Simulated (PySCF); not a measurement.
# HgF: from the state search to spectroscopic constants

Aim: find the lowest electronic state of HgF, scan its bond at several levels of theory, and get bond length, wavenumber and dissociation energy from each curve.

The runs use PySCF 2.14.0; Hg def2-SVP with ECP60, F def2-SVP, scalar-relativistic core potentials.

## (1) Set-up

A driver script around PySCF takes these settings:

```
atoms                         : Hg, F
charge                        : 0
basis                         : Hg def2-SVP with ECP60, F def2-SVP
Hamiltonian                   : scalar-relativistic core potentials
basis functions               : 46
electrons treated             : 29
masses in u                   : 201.9706, 18.9984
levels                        : PBE0, PBE, r²SCAN, BHandHLYP, PBEsol, MN15, ωB97X, HF, MP2, SCS-MP2, CCSD, CCSD(T)
grid                          : 80 radial by 434 angular points
occupations                   : held fixed by the projection of orbital angular momentum
dissociation limit            : Hg + F, each in its ground configuration
starting distance in angstrom : 1.990
values of 2S to try           : 1, 3
```

Command:

```
$ OMP_NUM_THREADS=1 python dia.py task.json out
```

Further steps of the session: The PBE0 curve of the state that the search chose; Other states along the same grid; PBE (GGA); r²SCAN (meta-GGA); BHandHLYP; PBEsol (GGA); MN15 (hybrid meta-GGA); ωB97X (range-separated hybrid); UHF; Adding correlation.

What does the calculation give? Wanted: for each run, Re; ωe; De; μ.

As calculated:

Lowest PBE0 solution found, without spin–orbit coupling: ²Σ⁺ (doublet), unpaired electrons σ ↑. The other levels ran on it alone.

```csv
level,Re (Å),ωe (cm⁻¹),De (eV),μ (D)
UHF-CCSD,2.043,458,0.71,n/a
UHF-CCSD(T),2.047,458,0.78,n/a
PBE,2.084,408,1.60,-2.44
PBEsol,2.053,438,1.81,-2.38
r²SCAN,2.056,433,1.46,-2.56
PBE0,2.058,427,1.24,-2.77
MN15,2.042,434,1.10,-2.62
BHandHLYP,2.053,429,0.86,-3.05
ωB97X,2.049,454,1.28,-2.98
```

De is counted to Hg + F in their ground configurations. A positive dipole means Hg(−)F(+). No constants: UHF (the points don't follow one smooth fit); UHF-MP2 (the points don't follow one smooth fit); UHF-SCS-MP2 (the points don't follow one smooth fit).

The methods spread over 0.042 Å in bond length, from MN15 to PBE. CCSD(T) can't serve as the judge here: for a weak bond in this basis it is far from its limit. Of the levels with a De here, UHF-CCSD gives the least (0.71 eV) and PBEsol the most (1.81 eV).

Correlated steps freeze 1 core orbital. Spin–orbit coupling is left out, which matters for elements this heavy, above all for dissociation energies. With spin–orbit coupling the term label itself may not hold.
